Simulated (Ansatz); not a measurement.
Write a Python script for Ansatz's Python interface that makes a surface slab of YbS, space group Fm-3m. Use (first run): PBEsol, PAW, cutoff 470 eV, 5×5×1 k-points, cold smearing of 0.05 eV.

```xyz
2
Lattice="0.0000 2.8385 2.8385 2.8385 0.0000 2.8385 2.8385 2.8385 0.0000" Properties=species:S:1:pos:R:3 pbc="T T T"
Yb    2.8385    2.8385    2.8385
S     0.0000    0.0000    0.0000
```

`slab_ybs.py`:
```python
"""Slab calculation for YbS."""

import ansatz as az
from ase import Atoms
from ase.build import surface
import numpy as np

atoms = Atoms(
    ["Yb", "S"],
    scaled_positions=[
        (0.5, 0.5, 0.5),
        (0.0, 0.0, 0.0),
    ],
    cell=[
        (0.0, 2.8385, 2.8385),
        (2.8385, 0.0, 2.8385),
        (2.8385, 2.8385, 0.0),
    ],
    pbc=True,
)
# the plane is named in the basis of this cell
slab = surface(atoms, (0, 1, 0), 2, vacuum=7.0)
slab.pbc = True

print(slab.get_chemical_formula(), "area {:.3f} A^2, cell height {:.2f} A".format(np.linalg.norm(np.cross(slab.cell[0], slab.cell[1])), slab.cell[2, 2]))


def settings(structure):
    return (
        az.Crystal.from_ase(structure).calculation()
        .functional("pbesol")
        .basis(470)
        .occupations("cold", width=0.05)
    )


setup = settings(slab)
setup = setup.kpoints(5, 5, 1).electric_field(axis=3, dipole_correction=True)
setup = setup.potential()
setup = setup.forces()
outcome = setup.run(threads=1, pin="off")
rep = outcome.report

print(f"slab free energy {rep['free_energy_ev']:.4f} eV, Fermi level {rep['fermi_energy_ev']:.3f} eV")
for key, value in rep["work_function"].items():
    if isinstance(value, float):
        print(f"{key:34s} {value:12.5f}")

# two faces, so half the excess energy for each
bulk = settings(atoms).kpoints(7, 7, 7).run(threads=1, pin="off").report
excess = rep["free_energy_ev"] - bulk["free_energy_ev"] * len(slab) / len(atoms)
area = np.linalg.norm(np.cross(slab.cell[0], slab.cell[1]))
print(f"mean surface energy {excess / (2 * area) * 16.02177:.3f} J/m^2 ({1000 * excess / (2 * area):.1f} meV/A^2)")

v = outcome.potential()
profile = (v.v_es_ev + (0 if v.v_field_ev is None else v.v_field_ev)).mean(axis=(0, 1))
height = outcome.lattice.cell_ang[2][2]
print("z (A)   planar potential less the Fermi level (eV)")
for i in range(0, len(profile), max(len(profile) // 24, 1)):
    print(f"{i * height / len(profile):6.2f} {profile[i] - rep['fermi_energy_ev']:9.3f}")
```

```console
$ python slab_ybs.py
S2Yb2 area 13.955 A^2, cell height 18.92 A
RunWarning: iter 2: the vacuum level on the + side of the slab (outward normal along +`efield.axis`) lies 3.01 eV below the Fermi level, so electrons leave the slab for the vacuum. This alone does [...]
RunWarning: efield: at this solve's end the planar-averaged density reaches 3.90e-5 e/Å³ inside the ramp window [0.8971, 0.1029] (bound 1e-5 e/Å³); the window's nearer edge stands 5.05 Å from this [...]
RunWarning: The output density's exchange-correlation potential varies sharply where the density is thin. Do not read a vacuum level from v_tot or v_xc, or from such a field of the output density. On [...]
slab free energy -29127.6580 eV, Fermi level 0.446 eV
ramp_position                           0.95000
ramp_width                              0.10000
amplitude_v_ang                         0.00000
dipole_field_v_ang                      0.18851
dipole_moment_e_ang                     0.27500
phi_plus_ev                             3.53465
phi_minus_ev                            7.10133
vacuum_level_plus_ev                    3.98094
vacuum_level_minus_ev                   7.54762
flatness_plus_ev_ang                    0.00592
flatness_minus_ev_ang                   0.00010
ramp_density_extremum_e_ang3            0.00004
ramp_density_minimum_e_ang3             0.00000
ramp_density_bound_e_ang3               0.00001
ramp_density_effective_e_ang3           0.00004
plane_spacing_ang                       0.14012
mean surface energy 2.197 J/m^2 (137.1 meV/A^2)
z (A)   planar potential less the Fermi level (eV)
  0.00     5.318
  0.70     6.638
  1.40     7.100
  2.10     7.100
  2.80     7.099
  3.50     7.099
  4.20     7.095
  4.90     7.058
  5.60     6.706
  6.31     3.339
  7.01    -1.968
  7.71    -1.491
  8.41    -8.024
  9.11    -6.399
  9.81    -4.120
 10.51    -5.010
 11.21    -4.779
 11.91   -10.585
 12.61    -4.565
 13.31     1.119
 14.01     2.787
 14.71     3.333
 15.41     3.487
 16.11     3.525
 16.81     3.535
 17.52     3.537
 18.22     3.999
```
(Warnings from the package without file and line, shortened.)

Notes:
- Absolute energies stand on the zero of these potentials, so only differences at equal settings mean something. A total without «per atom» is that of the cell as typed.
- Semilocal functionals put the nearly full 4f shell of Yb too close to the Fermi level.
- The density doesn't vanish in the vacuum (a short gap or a low cutoff), which blurs the vacuum level.
- For a metal this k-point mesh is coarse: on a finer one energies can move by several to tens of meV an atom and pressures by half a GPa or more, differences at one mesh by less.
- An absolute Fermi energy rests on an arbitrary zero of the periodic potential and has no direct meaning.
- The structure is a deposited one; some such entries were measured under pressure or heat, so a shift against it needn't be the functional's error alone.
- The slab is thin and cut from the structure as given; a cut can leave two unlike or polar faces, and the surface energy is then their mean. Miller indices refer to the vectors of the cell as typed, and the lattice isn't relaxed for this functional, so relaxation and surface energy can hold strain.
- Timing: 13 s on 1 thread of Intel(R) Xeon(R) Platinum 8488C (Sapphire Rapids) (shared host), peak memory 0.57 GiB.

(Lines on the test bed's own set-up are left out of the output.)
